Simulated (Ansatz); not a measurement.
# CBrCuO: the cost of one run

Computed with Ansatz 0.2.0 (the levels named in each step, unless a step's input says otherwise).

**1. The structure to begin with**

Bond lengths: O1–C2 1.137 Å, C2–Cu3 1.777 Å, Cu3–Br4 2.169 Å. Angles: O1–C2–Cu3 180.0°, C2–Cu3–Br4 180.0°.

As a file:

```xyz
4

O     0.0000    0.0000   -2.2832
C     0.0000    0.0000   -1.1463
Cu    0.0000    0.0000    0.6305
Br    0.0000    0.0000    2.7990
```

**2. A rough first relaxation, PBE-D4/def2-SVP**

This run stands in another session on the same molecule. It ended at:

```xyz
4

O     0.0000    0.0000   -2.3102
C     0.0000    0.0000   -1.1613
Cu    0.0000    0.0000    0.6287
Br    0.0000    0.0000    2.8428
```

**3. Relaxation, PBE0-D4/def2-TZVPP**

Contents of input.yaml:

```yaml
crystal:
  periodic: [false, false, false]
  atoms:
    - { symbol: O, position_ang: [0.0, 0.0, -2.31023514] }
    - { symbol: C, position_ang: [0.0, 0.0, -1.16127587] }
    - { symbol: Cu, position_ang: [0.0, 0.0, 0.62866763] }
    - { symbol: Br, position_ang: [0.0, 0.0, 2.84284338] }
basis:
  gaussian: { orbitals: def2-TZVPP }
hamiltonian:
  xc: pbe0
  dispersion: d4
relax:
  f_tol: 0.002
  max_steps: 150
```

The run is started by

```bash
> ansatz run input.yaml --threads 4 --pin off --max-ram 10240MiB --backend cpu --events-out ev --progress --plain --runs-dir out
```

**Question.** How long does this run take on 4 threads of Arm Neoverse N1, shared host, and how much memory does it need?

About 31 s, with a peak of 0.5 GiB.
